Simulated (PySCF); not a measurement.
# [Hf(NH2)3]+: a change of charge

Aim: at the relaxed geometry of [Hf(NH2)3]+, try a change of charge. It is a constructed species; whether it can be made isn't addressed.

Program: PySCF 2.14.0. Level of theory: PBE0, Hf def2-SVP with ECP60, N def2-SVP, H def2-SVP; scalar-relativistic core potentials, no spin–orbit coupling. These are calculated values, not measurements.

1 further run of the same task is left out (for a known fault of the program).

**1. The system as given**

10 atoms, charge 1, spin multiplicity 1.

Bond lengths: Hf1–N2 1.983 Å, Hf1–N5 1.984 Å, Hf1–N8 1.983 Å, N2–H3 1.023 Å, N2–H4 1.022 Å, N5–H6 1.023 Å, N5–H7 1.023 Å, N8–H9 1.022 Å, N8–H10 1.022 Å. Angles: N2–Hf1–N5 112.4°, N2–Hf1–N8 111.9°, N5–Hf1–N8 112.3°, Hf1–N2–H3 125.6°, Hf1–N2–H4 126.7°, H3–N2–H4 107.2°, Hf1–N5–H6 126.1°, Hf1–N5–H7 126.4°, H6–N5–H7 107.1°, Hf1–N8–H9 126.0°, Hf1–N8–H10 126.4°, H9–N8–H10 107.2°.

As a file:

```xyz
10

Hf   -0.08004    0.04580    0.63961
N     1.87531    0.01454    0.30911
H     2.45119   -0.82573    0.21961
H     2.46983    0.81458    0.08278
N    -0.95309    1.64586   -0.14282
H    -0.49950    2.53846   -0.35134
H    -1.90422    1.69692   -0.51465
N    -0.95346   -1.64194    0.07284
H    -0.48850   -2.54189   -0.06441
H    -1.91752   -1.74660   -0.25072
```

Formal oxidation states: Hf +4. An earlier session relaxed this geometry at PBE0, Hf def2-SVP with ECP60, N def2-SVP, H def2-SVP (singlet, point group C3).

Its energy there is -215.415511 Eh.

**2. One electron removed, multiplicity 2**

run.py (the lines that set the calculation)

```python
mol = gto.M(atom='''
Hf    -0.08004     0.04580     0.63961
N      1.87531     0.01454     0.30911
H      2.45119    -0.82573     0.21961
H      2.46983     0.81458     0.08278
N     -0.95309     1.64586    -0.14282
H     -0.49950     2.53846    -0.35134
H     -1.90422     1.69692    -0.51465
N     -0.95346    -1.64194     0.07284
H     -0.48850    -2.54189    -0.06441
H     -1.91752    -1.74660    -0.25072''',
    basis={'Hf': 'def2-SVP', 'N': 'def2-SVP', 'H': 'def2-SVP'},
    ecp={'Hf': 'def2-SVP'},
    charge=2, spin=1)
mf = dft.UKS(mol, xc='PBE0')
mf.grids.atom_grid = (50, 194)
mf = mf.density_fit()  # fitting sets: Hf def2-universal-JKFIT, N def2-universal-JKFIT, H def2-universal-JKFIT
mf.conv_tol = 1e-08; mf.max_cycle = 55
mf.kernel(dm0)  # dm0: the density of the relaxed state
```

Command:

```console
OMP_NUM_THREADS=2 python run.py
```

The log of the run:

```text
init E= -215.422945092531
  HOMO = -0.45575687731  LUMO = -0.450190167654  gap/eV = 0.15148
cycle= 1 E= -214.855671984389  delta_E= 0.567  |g|= 0.219  |ddm|= 0.597
  HOMO = -0.712044091675  LUMO = -0.66350905039  gap/eV = 1.32071
cycle= 2 E= -214.850228693725  delta_E= 0.00544  |g|= 0.28  |ddm|= 0.417
  HOMO = -0.667812696919  LUMO = -0.616854729453  gap/eV = 1.38664
cycle= 3 E= -214.88168748313  delta_E= -0.0315  |g|= 0.0729  |ddm|= 0.229
  HOMO = -0.660874878654  LUMO = -0.610565143749  gap/eV = 1.36900
cycle= 4 E= -214.883263629298  delta_E= -0.00158  |g|= 0.0551  |ddm|= 0.118
  HOMO = -0.65956068877  LUMO = -0.607668576924  gap/eV = 1.41206
cycle= 5 E= -214.884618888874  delta_E= -0.00136  |g|= 0.0269  |ddm|= 0.0749
  HOMO = -0.658714960957  LUMO = -0.60493205636  gap/eV = 1.46351
cycle= 6 E= -214.885159777049  delta_E= -0.000541  |g|= 0.00505  |ddm|= 0.0349
  HOMO = -0.658073045432  LUMO = -0.603412778173  gap/eV = 1.48738
cycle= 7 E= -214.885233271252  delta_E= -7.35e-05  |g|= 0.0025  |ddm|= 0.0213
  HOMO = -0.657709838152  LUMO = -0.603245714777  gap/eV = 1.48204
cycle= 8 E= -214.885231739767  delta_E= 1.53e-06  |g|= 0.0036  |ddm|= 0.00614
  HOMO = -0.657793729563  LUMO = -0.603144154594  gap/eV = 1.48709
cycle= 9 E= -214.885239043954  delta_E= -7.3e-06  |g|= 0.000223  |ddm|= 0.00401
  HOMO = -0.657755369896  LUMO = -0.603131380392  gap/eV = 1.48639
cycle= 10 E= -214.88523909185  delta_E= -4.79e-08  |g|= 0.000101  |ddm|= 0.000462
  HOMO = -0.657758527711  LUMO = -0.603133515921  gap/eV = 1.48642
cycle= 11 E= -214.885239098343  delta_E= -6.49e-09  |g|= 7.25e-05  |ddm|= 0.000139
  HOMO = -0.657749963118  LUMO = -0.60313247916  gap/eV = 1.48622
Extra cycle  E= -214.885239079435  delta_E= 1.89e-08  |g|= 0.000198  |ddm|= 0.000219
converged SCF energy = -214.885239079435  <S^2> = 0.79860588  2S+1 = 2.0480292
```

It took 3.8 s on 2 threads of Arm Neoverse V1, shared host.

It gives: E = -214.885239 Eh (+14.429 eV from the relaxed state), HOMO -17.90 eV, LUMO -16.41 eV (over both spins), ⟨S²⟩ = 0.799, Mulliken charge on Hf1 +1.42 e. 

**3. One electron added, multiplicity 2**

Changes to run.py (the lines that set the calculation) since step 2:

```diff
@@ -13,3 +13,3 @@
     ecp={'Hf': 'def2-SVP'},
-    charge=2, spin=1)
+    charge=0, spin=1)
 mf = dft.UKS(mol, xc='PBE0')
```

Command:

```console
OMP_NUM_THREADS=2 python run.py
```

The log of the run:

```text
init E= -215.4222021211
  HOMO = -0.254906682623  LUMO = -0.250472803393  gap/eV = 0.12065
cycle= 1 E= -215.57499670356  delta_E= -0.153  |g|= 0.208  |ddm|= 1.14
  HOMO = -0.0701104205004  LUMO = 0.00687162770742  gap/eV = 2.09479
cycle= 2 E= -215.56866937851  delta_E= 0.00633  |g|= 0.249  |ddm|= 0.992
  HOMO = -0.122462113702  LUMO = -0.0247167218906  gap/eV = 2.65979
cycle= 3 E= -215.609557160635  delta_E= -0.0409  |g|= 0.0371  |ddm|= 0.529
  HOMO = -0.127731424477  LUMO = -0.0278907525916  gap/eV = 2.71680
cycle= 4 E= -215.610065493724  delta_E= -0.000508  |g|= 0.0198  |ddm|= 0.0525
  HOMO = -0.129938539414  LUMO = -0.0281686233426  gap/eV = 2.76930
cycle= 5 E= -215.610272285616  delta_E= -0.000207  |g|= 0.00317  |ddm|= 0.0319
  HOMO = -0.130000277419  LUMO = -0.0277563852193  gap/eV = 2.78220
cycle= 6 E= -215.610285331366  delta_E= -1.3e-05  |g|= 0.0015  |ddm|= 0.00904
  HOMO = -0.129938129257  LUMO = -0.0273983707196  gap/eV = 2.79025
cycle= 7 E= -215.610289799314  delta_E= -4.47e-06  |g|= 0.000443  |ddm|= 0.0062
  HOMO = -0.12992424793  LUMO = -0.0273176885449  gap/eV = 2.79207
cycle= 8 E= -215.610290199061  delta_E= -4e-07  |g|= 0.000106  |ddm|= 0.00166
  HOMO = -0.129927223321  LUMO = -0.0273308258708  gap/eV = 2.79179
cycle= 9 E= -215.610290213891  delta_E= -1.48e-08  |g|= 6.53e-05  |ddm|= 0.000519
  HOMO = -0.129928315606  LUMO = -0.0273343564049  gap/eV = 2.79172
cycle= 10 E= -215.61029021613  delta_E= -2.24e-09  |g|= 2.28e-05  |ddm|= 0.000105
  HOMO = -0.129931650378  LUMO = -0.0273396628383  gap/eV = 2.79167
Extra cycle  E= -215.610290216117  delta_E= 1.28e-11  |g|= 3.29e-05  |ddm|= 8.19e-05
converged SCF energy = -215.610290216117  <S^2> = 0.75333734  2S+1 = 2.0033346
```

Run time: 3.6 s. Hardware: 2 threads of Arm Neoverse V1, shared host.

It gives: E = -215.610290 Eh (-5.300 eV from the relaxed state), HOMO -3.54 eV, LUMO -0.74 eV (over both spins), ⟨S²⟩ = 0.753, Mulliken charge on Hf1 +0.55 e. 

**4. The states side by side**

| state | energy from the relaxed state (eV) | ⟨S²⟩ | time |
| --- | --- | --- | --- |
| charge +1, singlet, vacuum (relaxed) | 0 | 0.00 |  |
| charge 0, doublet, vacuum | -5.30 | 0.75 | 3.6 s |
| charge +2, doublet, vacuum | 14.43 | 0.80 | 3.8 s |

An electron taken off or put on is at rest in vacuum. 

Removing an electron vertically costs 14.43 eV (doublet), against −HOMO = 12.45 eV. Adding an electron vertically releases 5.30 eV (doublet). The bases are small and lack diffuse functions. Spin–orbit coupling is left out.
